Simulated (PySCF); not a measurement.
**FeI2 (quintet): changing the method**

What do other methods print for FeI2 (quintet)?

The runs use PySCF 2.14.0; method and basis as typed in the scripts.

3 further runs of the same task are left out: 1 for a known fault of the program, 2 that didn't finish.

## 1. The system as given

FeI2 (quintet): 3 atoms, charge 0, spin multiplicity 5.

Bond lengths: Fe1–I2 2.504 Å, Fe1–I3 2.504 Å. Angles: I2–Fe1–I3 180.0°.

## 2. The run that the others are compared with

input.py reads:

```python
from pyscf import gto, scf

mol = gto.M(
    atom='Fe 0 0 0; I 0 0 2.5038; I 0 0 -2.5038',
    basis='def2-svp',
    ecp={'I': 'def2-svp'},
    charge=0,
    spin=4,
    verbose=4,
)
mf = scf.UHF(mol)
mf.kernel()
mf.stability(internal=True, external=True)
mf.dip_moment()
print('orbital energies (hartree):', [e[max(0, n-3):n+3].round(4) for e, n in zip(mf.mo_energy, mol.nelec)])
```

Run with:

```console
OMP_NUM_THREADS=1 python input.py
```

## 3. Population analysis

Variant 1 changes step after the SCF: stability → analyze.

input.py: that of step 2 with these lines changed.

```diff
@@ -12,3 +12,3 @@
 mf.kernel()
-mf.stability(internal=True, external=True)
+mf.mulliken_pop()
 mf.dip_moment()
```

## 4. MP2

Variant 2 changes step after the SCF: stability → mp2.

input.py: that of step 2 with these lines changed.

```diff
@@ -1,2 +1,2 @@
-from pyscf import gto, scf
+from pyscf import gto, scf, mp
 
@@ -12,3 +12,3 @@
 mf.kernel()
-mf.stability(internal=True, external=True)
+mp.MP2(mf).kernel()
 mf.dip_moment()
```

Before running it: what results should come out? Wanted: for each run, E(SCF); from base; gap, α spin; SCF dipole; after the SCF.

As calculated:

```tsv
run	E(SCF) (hartree)	from base (eV)	cycles	gap, α spin (eV)	SCF dipole (D)	after the SCF
base	-1855.719399	0	26	10.92	0.00	unstable: internal
population analysis	-1855.719399	0.0000	26	10.92	0.00	n/a
MP2	-1855.719399	0.0000	26	10.92	0.00	MP2 correlation -14.147 eV
```

**Reading.** Total energies from different bases, Hamiltonians or methods carry different errors, so properties are taken as differences within one set-up.
